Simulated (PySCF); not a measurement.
# C5H8Si: the cost of one run

The runs use PySCF 2.14.0, with density-fitted response routines of our own; the level of theory stands in each step. All values are computed, except where a source is named. Atoms count from 0, in the outputs and in this text.

### Step 1. The molecule as given

14 atoms, charge 0, multiplicity 1; geometry from: GFN2-xTB. The atoms were then displaced at random by about 0.01 Å, so the start is not that level's minimum.

Bonds of the start (Å): C0–C1 1.23, C1–C2 1.46, C2–C3 1.54, C3–Si4 1.95, Si4–C5 1.90, C5–C2 1.53, C0–H6 1.03, C2–H7 1.10, C3–H8 1.09, C3–H9 1.08, Si4–H10 1.46, Si4–H11 1.47, C5–H12 1.07, C5–H13 1.08.

### Step 2. Optimising the geometry at PBE0-D3(BJ)/def2-SVP

Job settings and geometry (Å):

```
{"job": {"xc": "PBE0", "basis": "def2-SVP", "d3": "d3bj", "grid": 1, "shake": 0.01, "kind": "geom"}, "charge": 0, "multiplicity": 1}
C      2.822980    -0.696940     0.434220
C      1.722670    -0.261240     0.098990
C      0.389250     0.212740    -0.248850
C     -0.180880     1.145790     0.831460
Si    -1.848640     0.143830     0.783570
C     -0.664710    -0.902770    -0.268980
H      3.761790    -1.028000     0.699370
H      0.468670     0.729910    -1.211840
H     -0.231190     2.197590     0.566110
H      0.323800     1.071890     1.787690
H     -2.948500     0.779350     0.063180
H     -2.310860    -0.421820     2.060150
H     -0.328530    -1.796350     0.221130
H     -0.983000    -1.189050    -1.263900
```

Command:

```bash
$ OMP_NUM_THREADS=1 python probes_run.py task.json out
```

One launch serves the whole session: the jobs run in the order shown.

Q: Estimate the wall time and peak memory of this first job on 1 thread of Arm Neoverse V2, shared host.

About 70 s, with a peak of 0.5 GiB.
